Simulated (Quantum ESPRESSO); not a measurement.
Runs of Quantum ESPRESSO 7.5 on Zr2NbP3. It takes space group P6/mmm (No. 191, hexagonal). Conventional cell: a = 6.068 Å, b = 6.068 Å, c = 3.331 Å, α = 90.00°, β = 90.00°, γ = 120.00°. Zr (site symmetry -6m2) is surrounded by 6 P at 2.42 Å. Nb (site symmetry 6/mmm) is surrounded by 2 Nb at 3.33 Å and 12 P at 3.46 Å and 6 Zr at 3.50 Å. P (site symmetry mmm) has 4 Zr at 2.42 Å as nearest neighbours. The cell was built by a generator and needn't be a form met in nature.

```tsv
task	level	potentials or basis	cutoff (eV)	smearing	form of the LDA correlation	gap on the mesh (eV)	pressure (GPa)
band structure	PBE+D3(BJ)	PseudoDojo 0.4 SR PBEsol stringent	1116	fermi-dirac 0.2 eV	-	none	16.2
real-space fields	optB86b-vdW	GBRV 1.5 PBEsol	612	cold 0.05 eV	-	none	(b)
single point	PBE	SSSP 1.3 efficiency PBE	748	fermi-dirac 0.05 eV	-	none	(a)
real-space fields	LDA	PseudoDojo 0.4 SR PBE stringent	1116	cold 0.2 eV	PZ81	none	14.2
single point	LDA	GBRV 1.5 LDA	612	gaussian 0.1 eV	PZ81	none	12.8
```

Alike in all rows: no spin polarisation; cell as given; k mesh 5 × 5 × 8.

Fill in the values left out.

(a) 20.3; (b) 18.6.

Caveats: the potentials were made for another functional, which shifts forces and pressure (some runs); so large a pressure means that the cell lies far from this level's equilibrium, or that cutoff or potentials fall short (some runs); pairwise dispersion overbinds metals, which lowers pressure and volume (some runs).

A k mesh can miss the band edges, and the runs leave out spin-orbit coupling on Nb, Zr.

A gap of «none» marks a metal or a gap under the smearing width.

Not every run made on this cell is shown here.
